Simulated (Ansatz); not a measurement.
From input file to script: GaAg3, space group Pm-3m in Ansatz 0.2.0.

```yaml
crystal:
  lattice:
    - [4.081295, 0.0, 0.0]
    - [0.0, 4.081295, 0.0]
    - [0.0, 0.0, 4.081295]
  atoms:
    - { symbol: Ga, position: [0.0, 0.0, 0.0] }
    - { symbol: Ag, position: [0.5, 0.0, 0.5] }
    - { symbol: Ag, position: [0.0, 0.5, 0.5] }
    - { symbol: Ag, position: [0.5, 0.5, 0.0] }
kpoints:
  mp_grid:
    grid: [8, 8, 8]
hamiltonian:
  xc: lda
scf:
  occupations:
    method: gaussian
    width: 0.15
phonons:
  method: dfpt
  qpoints:
    - [0.0, 0.0, 0.0]
    - [0.5, 0.0, 0.0]
```

Script `run_dfpt.py`:
```python
# -*- coding: utf-8 -*-
from pathlib import Path
import warnings

import ansatz as az
import numpy as np

warnings.simplefilter("ignore", az.DeckWarning)

lattice = az.Lattice.of(
    [4.081295, 0.0, 0.0],
    [0.0, 4.081295, 0.0],
    [0.0, 0.0, 4.081295],
)
sites = [
    ("Ga", [0.0, 0.0, 0.0]),
    ("Ag", [0.5, 0.0, 0.5]),
    ("Ag", [0.0, 0.5, 0.5]),
    ("Ag", [0.5, 0.5, 0.0]),
]
system = az.Crystal(lattice=lattice)
for symbol, position in sites:
    system = system.atom(symbol, position)

calc = (
    system.calculation()
    .occupations(az.OccupationsMethod.GAUSSIAN, width=0.15)
    .functional("lda")
    .kpoints(8, 8, 8)
    .phonons("dfpt", points=[(0, 0, 0), (0.5, 0, 0)])
)
done = calc.run(threads=1, pin="off", runs_dir="runs")
ph = done.phonons

for q in ph.qpoints:
    print("q =", np.round(q.q_frac, 3), "1/cm:", " ".join(f"{w:.1f}" for w in q.omega_inv_cm))
```

```console
$ python run_dfpt.py
RunWarning: eigensolver did not converge (k=22): 1 band(s) unlocked after 20 sweeps at ethr=1.15e-12 eV (storage-precision floor; scheduled 1.00e-12 eV) (lowest unlocked band 41, counted from 0; max residual 7.28e-6 eV among the unlocked bands, 7.28e-6 eV over every band); it also stands for any lines of this kind, at other spin channels or k-points, that are folded behind it: those get no warning and are in no list of notices (the docstring of `ansatz.RunWarning` has the rule; a callback given to `ansatz.Run.execute(on_event=...)` receives each)
q = [0. 0. 0.] 1/cm: 0.0 0.0 0.0 73.3 73.3 73.3 92.2 92.2 92.2 144.6 144.6 144.6
q = [0.5 0.  0. ] 1/cm: 55.6 55.6 61.2 61.2 65.6 89.6 98.1 98.1 98.1 114.4 125.0 125.0
```
(Warnings from the package without file and line.)

Caveats:
- The cell isn't relaxed first, so the values belong to this volume.
- The structure comes from a database of computed cells and needn't be a stable or known phase.
- The structure is taken as given; imaginary modes can come from an unrelaxed or unstable start. Phonons of metals also depend on mesh and smearing.
- The script silences the warnings on its input, which a real study should read.
- Finished in 6.1 min on 1 thread of Arm Neoverse V1, on a shared host, peak memory 1.1 GiB.

(Lines on the test bed's own set-up are left out of the output.)
